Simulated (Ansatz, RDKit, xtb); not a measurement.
# C4H4O5: which of the isomers drawn lies lowest?

Which of a sample of isomers of C4H4O5 is the most stable in the gas at 298.15 K, and what are its properties? The sample is small against all isomers, and the most stable one of this formula need not be in it.

The funnel: GFN2-xTB relaxations, single points with a density functional, relaxations at PBE-D3(BJ)/def2-SVP, harmonic vibrations (at GFN2-xTB), and a last energy at a higher level. All values are calculated.

**1. Possible bonding patterns**

Isomers were taken from a list of plausible structures; this is a sample, not all of them. That gives 4 candidates.

| label | SMILES | spin |
| --- | --- | --- |
| c003 | O=CO[C@@H]1OCC(=O)O1 | singlet |
| c084 | O=C[C@@H]1OCOC(=O)O1 | singlet |
| c398 | CC(=O)OC(=O)OC=O | singlet |
| c447 | O=CO[C@@H]1COC(=O)O1 | singlet |

Candidates are built by distance geometry, with a force field where one applies, in up to four conformers (letters a to d).

Q: Predict the outcome of this search (final energies at CCSD(T)/def2-SVP + MP2/def2-TZVPP - MP2/def2-SVP).

| quantity | value |
| --- | --- |
| lowest structure found | CC(=O)OC(=O)OC=O, singlet |
| next finalist | O=CO[C@@H]1COC(=O)O1, singlet, 3.4 kcal/mol higher in G |
| share at equilibrium, among the finalists | 99.7 % |

`CC(=O)OC(=O)OC=O` comes out lowest. Among the finalists first place is clear (3.4 kcal/mol); structures outside the list aren't covered. The thermal terms turn the order: in electronic energy alone `O=CO[C@@H]1COC(=O)O1` is lowest. They come from GFN2-xTB, so the order rests on a rough term. r2SCAN-D4/def2-SVP, PBE-D3(BJ)/def2-SVP, HF/def2-SVP and MP2/def2-SVP already put its bonding pattern lowest among the structures in one piece; GFN2-xTB and HF/STO-3G favour the singlet O=CO[C@@H]1COC(=O)O1. The search is not exhaustive (a finite list of starts, one conformer a finalist), so a lower isomer can't be ruled out. Only 4 drawn patterns were tried, so whole families of isomers are missing, and the result ranks this sample alone. The lowest isomer need not be the one that is made and kept in a bottle, which depends on barriers.
